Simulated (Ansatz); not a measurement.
# CH5AlClN: the cost of one run

All numbers below are computed with Ansatz 0.2.0 (RKS PBE-D4/6-31G).

**1. Starting point**

Bond lengths: C1–N2 1.417 Å, N2–Al3 1.915 Å, Al3–Cl4 2.131 Å, C1–H5 1.137 Å, C1–H6 1.180 Å, C1–H7 1.116 Å, N2–H8 1.007 Å, Al3–H9 1.647 Å. Angles: C1–N2–Al3 110.7°, C1–N2–H8 109.0°, Al3–N2–H8 107.6°, N2–C1–H5 111.3°, N2–C1–H6 111.0°, N2–C1–H7 114.5°, H5–C1–H6 103.7°, H5–C1–H7 108.5°, H6–C1–H7 107.2°, N2–Al3–Cl4 121.8°, N2–Al3–H9 120.1°, Cl4–Al3–H9 118.0°.

Coordinates:

```xyz
9

C     0.3143    0.6982   -0.9564
N     0.2510   -0.6637   -0.5697
Al   -0.0697   -0.8179    1.3116
Cl   -1.7867    0.0459    2.2323
H     0.4281    0.8033   -2.0825
H    -0.7025    1.2501   -0.7255
H     1.1261    1.2829   -0.4627
H    -0.5191   -1.1036   -1.0466
H     1.0471   -1.5415    2.2824
```

**2. End point A**

Input file input.yaml:

```yaml
crystal:
  periodic: [false, false, false]
  atoms:
    - { symbol: C, position_ang: [0.3143, 0.6982, -0.9564] }
    - { symbol: "N", position_ang: [0.251, -0.6637, -0.5697] }
    - { symbol: Al, position_ang: [-0.0697, -0.8179, 1.3116] }
    - { symbol: Cl, position_ang: [-1.7867, 0.0459, 2.2323] }
    - { symbol: H, position_ang: [0.4281, 0.8033, -2.0825] }
    - { symbol: H, position_ang: [-0.7025, 1.2501, -0.7255] }
    - { symbol: H, position_ang: [1.1261, 1.2829, -0.4627] }
    - { symbol: H, position_ang: [-0.5191, -1.1036, -1.0466] }
    - { symbol: H, position_ang: [1.0471, -1.5415, 2.2824] }
basis:
  gaussian: { orbitals: "6-31G" }
hamiltonian:
  xc: pbe
  dispersion: d4
relax:
  f_tol: 0.02
  max_steps: 50
output:
  orbitals: {}
```

Started as:

```bash
$ ansatz run input.yaml --threads 1 --pin off --max-ram 2048MiB --backend cpu --events-out ev --progress --plain --runs-dir out
```

**Question.** How long does this run take on 1 thread of Arm Neoverse V1, shared host, and how much memory does it need?

About 54 s, with a peak of 0.15 GiB.
